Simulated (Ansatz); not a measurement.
# Ag: the cost of one run

Computed with Ansatz 0.2.0 (DFT PBEsol, scalar-relativistic, plane waves, PAW, unless a step's input says otherwise).

### 1 Starting point

It takes space group P6_3/mmc (No. 194, hexagonal). The conventional cell has a = 2.922 Å, b = 2.922 Å, c = 4.702 Å, α = 90.00°, β = 90.00°, γ = 120.00°. Around Ag (site symmetry -6m2) lie 12 Ag at 2.89 to 2.92 Å.

Structure file:

```
CELL_PARAMETERS angstrom
2.92230 0.00000 0.00000
-1.46115 2.53079 0.00000
0.00000 0.00000 4.70166
ATOMIC_POSITIONS crystal
Ag 0.33333 0.66667 0.25000
Ag 0.66667 0.33333 0.75000
```

This is candidate A: structure listed in a database for this formula (P6_3/mmc, No. 194).

(A quick probe on a coarse mesh, which set the mesh and smearing, is not shown.)

### 3 Rough relaxation on the coarse mesh (candidate A)

Contents of input.yaml:

```yaml
crystal:
  lattice:
    - [2.9222991408, 0.0, 0.0]
    - [-1.4611495704, 2.5307852934, 0.0]
    - [0.0, 0.0, 4.70166181]
  atoms:
    - { symbol: Ag, position: [0.33333333, 0.66666667, 0.25] }
    - { symbol: Ag, position: [0.66666667, 0.33333333, 0.75] }
basis:
  ecutwfc: 420
kpoints:
  mp_grid: { grid: [6, 6, 4] }
hamiltonian:
  xc: pbesol
scf:
  occupations: { method: gaussian, width: 0.1 }
  lower_state_search: "off"
output:
  forces: true
  stress: true
  eigenvalues: true
relax:
  adjacent_minimum: "off"
  f_tol: 0.04
  max_steps: 70
  cell: { stress_tol: 0.4 }
```

What time and memory should one allow on 1 thread of an Arm CPU, shared host?

About 4.1 s, with a peak of 0.28 GiB.
